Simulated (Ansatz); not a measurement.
A nudged elastic band was laid between two geometries of a periodic cell of 63 atoms, Si₆₂Sb (host Si, host structure diamond, dopant Sb, one Si atom removed), cell charge +1.

The calculation used Ansatz 0.2.0, DFT PBE-D3(BJ), scalar-relativistic, plane waves, PAW. Settings: PAW set soft_1, cutoff 420 eV, k mesh 1x1x1, fermi-dirac smearing 0.05 eV, no spin polarisation.

* movable images: 3
* climbing image: yes
* spring: 2.0 eV/Å²
* optimiser: fire
* start path: IDPP
* force threshold: 0.05 eV/Å
* iteration limit: 80
* end points: relaxed

Initial state:

```xyz
63
Lattice="10.8600 0.0000 0.0000 0.0000 10.8600 0.0000 0.0000 0.0000 10.8600" Properties=species:S:1:pos:R:3
Si 5.469 0.040 -0.040
Si 6.785 1.384 1.341
Si 8.150 2.737 -0.003
Si 9.512 4.067 1.364
Si 8.127 0.005 2.681
Si 9.491 1.351 4.081
Si -0.011 0.013 -0.013
Si 1.359 1.356 1.333
Si 2.704 2.726 -0.013
Si 4.063 4.072 1.346
Si 5.397 5.448 -0.005
Si 6.840 6.735 1.298
Si 8.127 8.180 -0.004
Si 9.503 9.514 1.347
Si 2.680 0.037 2.751
Si 4.059 1.384 4.068
Si 5.424 2.726 2.706
Si 6.782 4.076 4.065
Si 8.141 5.435 2.721
Si 9.499 6.795 4.065
Si 5.397 0.005 5.412
Si 6.798 1.352 6.772
Si 8.138 2.724 5.420
Si 9.500 4.077 6.783
Si 8.150 0.003 8.123
Si 9.494 1.367 9.494
Si -0.017 5.429 -0.003
Si 1.335 6.793 1.343
Si 2.679 8.109 -0.038
Sb 4.383 9.197 1.663
Si 0.006 2.711 2.716
Si 1.366 4.088 4.081
Si 2.714 5.449 2.681
Si 4.021 6.739 4.121
Si 6.840 9.562 4.125
Si -0.017 0.003 5.431
Si 1.352 1.366 6.777
Si 2.714 2.736 5.432
Si 4.083 4.066 6.794
Si 5.439 5.436 5.424
Si 6.783 6.795 6.784
Si 8.142 8.140 5.426
Si 9.513 9.496 6.794
Si 2.704 0.012 8.134
Si 4.050 1.359 9.501
Si 5.434 2.712 8.148
Si 6.798 4.088 9.508
Si 8.138 5.441 8.136
Si 9.490 6.779 9.510
Si -0.010 8.153 2.707
Si 1.335 9.516 4.068
Si -0.008 5.440 5.420
Si 1.366 6.778 6.772
Si 2.714 8.178 5.411
Si 4.063 9.513 6.787
Si -0.005 2.723 8.137
Si 1.352 4.083 9.494
Si 2.714 5.427 8.124
Si 4.059 6.792 9.477
Si 5.424 8.153 8.134
Si 6.785 9.519 9.476
Si 0.006 8.143 8.149
Si 1.358 9.527 9.503
```

Final state:

Only the atoms that move by more than 0.05 Å are listed.
```
Si1 5.395 -0.001 0.001
Si2 6.765 1.330 1.374
Si15 2.716 -0.001 2.680
Si16 4.089 1.330 4.050
Si28 1.385 6.810 1.374
Si29 2.716 8.180 0.001
Sb30 5.176 8.399 2.461
Si51 1.385 9.486 4.050
Si59 4.089 6.810 9.530
Si61 6.765 9.486 9.530
```

(1) What changes between the two ends?

(2) What energy profile does the band end with?

(3) What is the geometry of the highest image?

Results:

(1) Contacts lost: Si1–Sb30, Si15–Sb30, Si29–Sb30. Contacts made: Si12–Sb30, Sb30–Si34, Sb30–Si35. The atom that moves furthest is Sb30, by 1.38 Å; four of its nearest neighbours are Si1 2.64, Si15 2.64, Si29 2.64, Si34 3.50 Å at the first end and Si12 2.63, Si34 2.63, Si35 2.63, Si29 3.49 Å at the last.

(2) It converged. The highest image is number 2 of 0 to 4, 0.32 eV above the first end and 0.31 eV above the last; the last end lies 0.01 eV above the first. By the program's own check the climbing image is a first-order saddle point (lowest curvatures found: -2.20 and 0.05 eV/Å²). Limits of this set-up: coarse k mesh, no spin, though dangling bonds at a vacancy may carry it, charged cell in a uniform background, uncorrected.

| image | path coordinate (Å) | energy (eV) | Si1–Sb30 (Å) | Si15–Sb30 (Å) | Si29–Sb30 (Å) |
| --- | --- | --- | --- | --- | --- |
| 0 | 0.00 | 0.00 | 2.64 | 2.64 | 2.64 |
| 1 | 0.40 | 0.11 | 2.69 | 2.74 | 2.77 |
| 2 | 0.79 | 0.32 | 2.79 | 2.99 | 3.11 |
| 3 | 1.32 | 0.07 | 3.29 | 3.35 | 3.38 |
| 4 | 1.84 | 0.01 | 3.49 | 3.49 | 3.49 |

(3) 
```xyz
63
Lattice="10.8600 0.0000 0.0000 0.0000 10.8600 0.0000 0.0000 0.0000 10.8600" Properties=species:S:1:pos:R:3:forces:R:3
Si 5.547 -0.066 0.075 -0.01 0.02 -0.02
Si 6.832 1.393 1.361 0.00 0.00 0.00
Si 8.155 2.742 -0.031 0.00 0.00 0.00
Si 9.483 4.088 1.362 0.00 0.00 0.00
Si 8.176 0.038 2.705 0.00 0.00 0.00
Si 9.527 1.360 4.105 -0.01 -0.01 0.00
Si 0.010 -0.001 0.004 0.00 0.00 0.00
Si 1.384 1.333 1.360 0.00 0.00 0.00
Si 2.730 2.693 0.008 0.00 0.00 0.00
Si 4.078 4.067 1.350 0.00 0.01 0.00
Si 5.420 5.425 -0.017 0.00 0.00 0.00
Si 6.762 6.829 1.273 0.01 -0.01 0.00
Si 8.169 8.158 -0.025 0.00 0.00 0.00
Si 9.510 9.508 1.357 0.00 0.00 0.00
Si 2.715 0.011 2.794 0.01 -0.01 -0.01
Si 4.085 1.381 4.087 0.00 0.00 0.00
Si 5.439 2.723 2.710 0.00 -0.01 0.00
Si 6.787 4.086 4.064 0.00 0.00 -0.01
Si 8.089 5.487 2.706 0.01 0.00 0.00
Si 9.478 6.802 4.061 0.00 0.00 0.00
Si 5.425 0.030 5.445 0.00 0.01 0.01
Si 6.803 1.377 6.797 0.01 -0.01 0.00
Si 8.146 2.734 5.422 0.00 0.01 0.00
Si 9.508 4.078 6.785 0.01 -0.01 0.01
Si 8.161 0.024 8.124 0.00 0.00 0.00
Si 9.521 1.359 9.504 0.00 0.00 0.00
Si 0.007 5.413 0.002 0.00 0.00 -0.01
Si 1.349 6.781 1.371 0.01 0.00 0.00
Si 2.659 8.061 -0.060 -0.01 0.00 -0.01
Sb 4.824 8.913 1.997 0.00 0.00 0.04
Si -0.008 2.715 2.716 -0.01 0.00 0.00
Si 1.344 4.077 4.073 0.01 0.01 0.00
Si 2.712 5.418 2.701 0.00 0.00 0.00
Si 3.988 6.703 4.157 0.00 -0.01 0.00
Si 6.735 9.605 4.002 -0.01 0.00 -0.01
Si 0.008 -0.001 5.449 0.00 0.01 0.00
Si 1.374 1.353 6.805 0.01 -0.01 0.00
Si 2.691 2.727 5.429 -0.01 0.00 0.00
Si 4.066 4.029 6.826 0.00 0.00 0.00
Si 5.434 5.401 5.459 0.00 0.00 0.00
Si 6.785 6.800 6.769 0.00 0.01 0.00
Si 8.060 8.160 5.344 0.01 0.00 0.00
Si 9.462 9.492 6.746 0.00 0.00 0.00
Si 2.730 -0.004 8.164 0.00 0.00 0.00
Si 4.089 1.260 9.601 0.00 0.01 0.00
Si 5.416 2.663 8.198 -0.01 0.00 -0.01
Si 6.794 4.076 9.482 0.01 0.00 0.00
Si 8.143 5.444 8.126 0.00 0.00 -0.01
Si 9.519 6.758 9.504 -0.01 0.00 0.00
Si -0.006 8.147 2.718 0.00 0.00 0.00
Si 1.355 9.490 4.081 0.00 0.00 0.00
Si -0.017 5.447 5.417 -0.01 0.00 0.00
Si 1.349 6.780 6.788 0.01 0.00 -0.01
Si 2.712 8.158 5.447 0.00 0.00 0.00
Si 4.081 9.513 6.793 0.00 0.00 -0.01
Si 0.006 2.720 8.143 0.00 0.00 0.00
Si 1.375 4.055 9.510 0.00 0.00 0.00
Si 2.700 5.425 8.137 -0.01 0.00 0.00
Si 4.086 6.779 9.480 0.00 0.00 0.00
Si 5.441 8.153 8.137 0.00 0.00 0.01
Si 6.828 9.501 9.474 0.00 0.00 0.00
Si -0.034 8.140 8.122 0.00 0.00 0.00
Si 1.347 9.506 9.490 0.00 0.00 -0.01
```

Time of the run: 7.2 min on 4 threads of Arm Neoverse V2, on a shared host, peak memory 2.8 GiB.
